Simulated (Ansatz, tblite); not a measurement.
# AlMe2(acac) (C₇H₁₃AlO₂): rung by rung

One table from this session's results is given with a row withheld; the runs are named, their logs left out.

Computed with Ansatz 0.2.0, Gaussian basis. Level: as each input shows.

Levels to be run: GFN1-xTB, GFN2-xTB, PBE-D4/def2-TZVP, r2SCAN-D4/def2-TZVP, revPBE-D4/def2-TZVP, r2SCANh-D4/def2-TZVP, BLYP-D4/def2-TZVP, LC-ωPBE(0.10)/def2-SVP, LC-ωPBE(0.15)/def2-SVP, LC-ωPBE(0.20)/def2-SVP, LC-ωPBE(0.30)/def2-SVP, PBE-D4/def2-SVP, PBE0-D4/def2-SVP, HF/STO-3G, HF/6-31G, B3LYP-D4/6-31G, CCSD(T)/def2-TZVPP, MP2/def2-TZVP, RPA/def2-TZVP.

## The structure

The geometry is that of the singlet, from an earlier relaxation (PBE-D4/def2-SVP).

23 atoms, charge 0, spin multiplicity 1.

Bond lengths: Al1–C2 1.967 Å, Al1–C6 1.967 Å, Al1–O10 1.885 Å, Al1–O16 1.885 Å, C2–H3 1.111 Å, C2–H4 1.111 Å, C2–H5 1.112 Å, C6–H7 1.111 Å, C6–H8 1.111 Å, C6–H9 1.112 Å, O10–C11 1.288 Å, C11–C12 1.505 Å, C11–C13 1.413 Å, C12–H17 1.105 Å, C12–H18 1.109 Å, C12–H19 1.109 Å, C13–C14 1.413 Å, C13–H20 1.097 Å and more. Angles: C2–Al1–C6 123.2°, C2–Al1–O10 109.1°, C2–Al1–O16 108.8°, C6–Al1–O10 108.9°, C6–Al1–O16 109.2°, O10–Al1–O16 93.5°, Al1–C2–H3 112.5°, Al1–C2–H4 111.8°, Al1–C2–H5 111.5°, H3–C2–H4 107.1°, H3–C2–H5 107.0°, H4–C2–H5 106.5°, Al1–C6–H7 112.5°, Al1–C6–H8 111.9°, Al1–C6–H9 111.5°, H7–C6–H8 107.1°, H7–C6–H9 107.0°, H8–C6–H9 106.5° and more.

PBE0-D4/def2-TZVP was run before; its log isn't repeated, and its numbers join the tables.

The first run:

Tight binding, by tblite at 300 K electronic temperature and without a spin-polarisation term:

```python
tblite.interface.Calculator('GFN1-xTB', numbers, positions, charge=0, uhf=0).singlepoint()
```

Tight binding, by tblite at 300 K electronic temperature and without a spin-polarisation term:

```python
tblite.interface.Calculator('GFN2-xTB', numbers, positions, charge=0, uhf=0).singlepoint()
```

start.molden holds the orbitals of an earlier run on this state, given as this run's starting guess.

Input file in.yaml:

```yaml
crystal:
  periodic: [false, false, false]
  atoms:
    - {symbol: Al, position_ang: [1.227359, -0.011776, 0.860875]}
    - {symbol: C, position_ang: [0.981587, -0.023512, 2.812260]}
    - {symbol: H, position_ang: [-0.088111, 0.034582, 3.106284]}
    - {symbol: H, position_ang: [1.501279, 0.829604, 3.299458]}
    - {symbol: H, position_ang: [1.395458, -0.948035, 3.270179]}
    - {symbol: C, position_ang: [2.994166, -0.013155, -0.002892]}
    - {symbol: H, position_ang: [2.926517, -0.078681, -1.109784]}
    - {symbol: H, position_ang: [3.620447, -0.865833, 0.337655]}
    - {symbol: H, position_ang: [3.564095, 0.911383, 0.234303]}
    - {symbol: O, position_ang: [0.184629, 1.370763, 0.116701]}
    - {symbol: C, position_ang: [-0.866818, 1.252553, -0.617456]}
    - {symbol: C, position_ang: [-1.496725, 2.544941, -1.062407]}
    - {symbol: C, position_ang: [-1.423719, 0.013001, -1.004599]}
    - {symbol: C, position_ang: [-0.883177, -1.236793, -0.627250]}
    - {symbol: C, position_ang: [-1.533720, -2.517207, -1.077158]}
    - {symbol: O, position_ang: [0.166639, -1.374590, 0.105819]}
    - {symbol: H, position_ang: [-2.395106, 2.393937, -1.687223]}
    - {symbol: H, position_ang: [-1.763501, 3.145949, -0.168966]}
    - {symbol: H, position_ang: [-0.748865, 3.138983, -1.626807]}
    - {symbol: H, position_ang: [-2.323064, 0.021382, -1.633325]}
    - {symbol: H, position_ang: [-2.411073, -2.349658, -1.727144]}
    - {symbol: H, position_ang: [-1.842067, -3.100930, -0.185305]}
    - {symbol: H, position_ang: [-0.786229, -3.136908, -1.613230]}
basis:
  gaussian: {orbitals: def2-TZVP, initial_orbitals: start.molden}
hamiltonian: {xc: pbe, dispersion: d4}
scf: {omitted_lower_state_checks: [starts]}
output: {orbitals: {seedname: orbitals}}
```

Started as:

```sh
$ ansatz run in.yaml --threads 2 --pin off --events-out ev --progress --plain --max-ram 32768MiB --backend cuda --devices 0, --max-vram 18GiB
```

Steps of the session up to this table: PBE-D4/def2-TZVP; r2SCAN-D4/def2-TZVP; revPBE-D4/def2-TZVP; r2SCANh-D4/def2-TZVP; BLYP-D4/def2-TZVP; LC-ωPBE(0.10)/def2-SVP; LC-ωPBE(0.15)/def2-SVP; LC-ωPBE(0.20)/def2-SVP; LC-ωPBE(0.30)/def2-SVP; PBE-D4/def2-SVP; PBE0-D4/def2-SVP; HF/STO-3G; HF/6-31G; B3LYP-D4/6-31G; CCSD(T)/def2-TZVPP; MP2/def2-TZVP; RPA/def2-TZVP.

One of the session's tables, all rows but one given; the rest of the session is left out.

It belongs to the step «Binding energy». 

```
              method  binding an atom (eV)
           HF/STO-3G                 3.945
            HF/6-31G                     ?
        HF/def2-TZVP                 3.230
       HF/def2-TZVPP                 3.235
     PBE-D4/def2-SVP                 4.522
    PBE-D4/def2-TZVP                 4.469
 revPBE-D4/def2-TZVP                 4.364
   BLYP-D4/def2-TZVP                 4.360
 r2SCAN-D4/def2-TZVP                 4.388
r2SCANh-D4/def2-TZVP                 4.360
      B3LYP-D4/6-31G                 4.251
    PBE0-D4/def2-SVP                 4.442
   PBE0-D4/def2-TZVP                 4.388
       MP2/def2-TZVP                 4.291
     CCSD/def2-TZVPP                 4.191
  CCSD(T)/def2-TZVPP                 4.259
```

Estimate the missing values for HF/6-31G.

As computed: binding an atom (eV): 3.045. In the column «binding an atom (eV)» it is the lowest.

Limits of these values: Free atoms were run apart at each level; binding is atoms less cluster, divided by the number of atoms, without zero-point or spin-orbit terms.
